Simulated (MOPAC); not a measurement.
# CH6BNSi (SMILES BC1N[SiH2]1): PM6-DH+ (COSMO dichloromethane)

Wanted: a geometry optimisation of CH6BNSi. 

The calculation is run with MOPAC 23.2.5.

6 further runs of the same task are left out: 6 set aside as unsound or not needed.

### Step 1. The system as given

CH6BNSi: 10 atoms, total charge 0, spin state singlet. As SMILES, `BC1N[SiH2]1`. The shape is that of a GFN2-xTB optimisation. The run starts from this shape.

Bond lengths: B1–C2 1.508 Å, C2–N3 1.493 Å, C2–Si4 1.923 Å, N3–Si4 1.706 Å, B1–H5 1.170 Å, B1–H6 1.173 Å, C2–H7 1.088 Å, N3–H8 1.009 Å, Si4–H9 1.446 Å, Si4–H10 1.457 Å. Some angles: B1–C2–N3 120.7°, B1–C2–Si4 113.2°, N3–C2–Si4 58.3°, C2–N3–Si4 73.6°, C2–Si4–N3 48.1°, B1–C2–H7 121.0°, N3–C2–H7 114.6°, Si4–C2–H7 111.9°, C2–B1–H5 120.7°, C2–B1–H6 118.7°.

### Step 2. A structure relaxation at PM6-DH+ (COSMO dichloromethane)

The input, mol.sdf:

```

     RDKit          3D

 10 10  0  0  0  0  0  0  0  0999 V2000
   -1.2571    1.0179    0.1500 B   0  0  0  0  0  0  0  0  0  0  0  0
    0.0857    0.5565   -0.3569 C   0  0  2  0  0  0  0  0  0  0  0  0
    0.2349   -0.7761   -1.0137 N   0  0  0  0  0  0  0  0  0  0  0  0
    0.7727   -0.9672    0.5938 Si  0  0  0  0  0  4  0  0  0  0  0  0
   -2.1841    0.3054    0.1188 H   0  0  0  0  0  0  0  0  0  0  0  0
   -1.3443    2.0878    0.6226 H   0  0  0  0  0  0  0  0  0  0  0  0
    0.8697    1.2715   -0.5994 H   0  0  0  0  0  0  0  0  0  0  0  0
    0.7451   -0.8003   -1.8834 H   0  0  0  0  0  0  0  0  0  0  0  0
   -0.0923   -1.8250    1.3731 H   0  0  0  0  0  0  0  0  0  0  0  0
    2.1697   -0.8705    0.9951 H   0  0  0  0  0  0  0  0  0  0  0  0
  2  1  1  0
  3  2  1  0
  4  3  1  0
  4  2  1  0
  5  1  1  0
  6  1  1  0
  2  7  1  6
  8  3  1  0
  9  4  1  0
 10  4  1  0
M  END
$$$$
```

The input, run.mop:

```
PM6-DH+ CYCLES=200 EPS=8.93 BFGS GNORM=1 AUX(PRECISION=6) THREADS=1


B  -1.25710 1  1.01790 1  0.15000 1
C   0.08570 1  0.55650 1 -0.35690 1
N   0.23490 1 -0.77610 1 -1.01370 1
Si  0.77270 1 -0.96720 1  0.59380 1
H  -2.18410 1  0.30540 1  0.11880 1
H  -1.34430 1  2.08780 1  0.62260 1
H   0.86970 1  1.27150 1 -0.59940 1
H   0.74510 1 -0.80030 1 -1.88340 1
H  -0.09230 1 -1.82500 1  1.37310 1
H   2.16970 1 -0.87050 1  0.99510 1
```

Started as:

```bash
obabel mol.sdf -omop -xk "PM6-DH+ CYCLES=200 EPS=8.93 BFGS GNORM=1 AUX(PRECISION=6) THREADS=1" -O run.mop
mopac run.mop
```

What values should one expect? Wanted: dipole moment; HOMO energy; LUMO energy; HOMO–LUMO gap; heat of formation.

Computed results:

At PM6-DH+ (COSMO dichloromethane):

| quantity | value |
| --- | --- |
| dipole moment | 1.31 D |
| HOMO energy | -9.21 eV |
| LUMO energy | -0.23 eV |
| HOMO–LUMO gap | 8.98 eV |
| heat of formation | 37.9 kcal/mol |

In words: At the final geometry: Bond lengths: B1–C2 1.535 Å, C2–N3 1.539 Å, C2–Si4 1.880 Å, N3–Si4 1.671 Å, B1–H5 1.184 Å, B1–H6 1.184 Å, C2–H7 1.108 Å, N3–H8 0.998 Å, Si4–H9 1.453 Å, Si4–H10 1.453 Å. Some angles: B1–C2–N3 119.4°, B1–C2–Si4 122.2°, N3–C2–Si4 57.5°, C2–N3–Si4 71.6°, C2–Si4–N3 51.0°, B1–C2–H7 111.0°, N3–C2–H7 114.5°, Si4–C2–H7 121.9°, C2–B1–H5 121.0°, C2–B1–H6 118.0°. The optimisation took 22 steps and changed the energy by -0.260 eV.
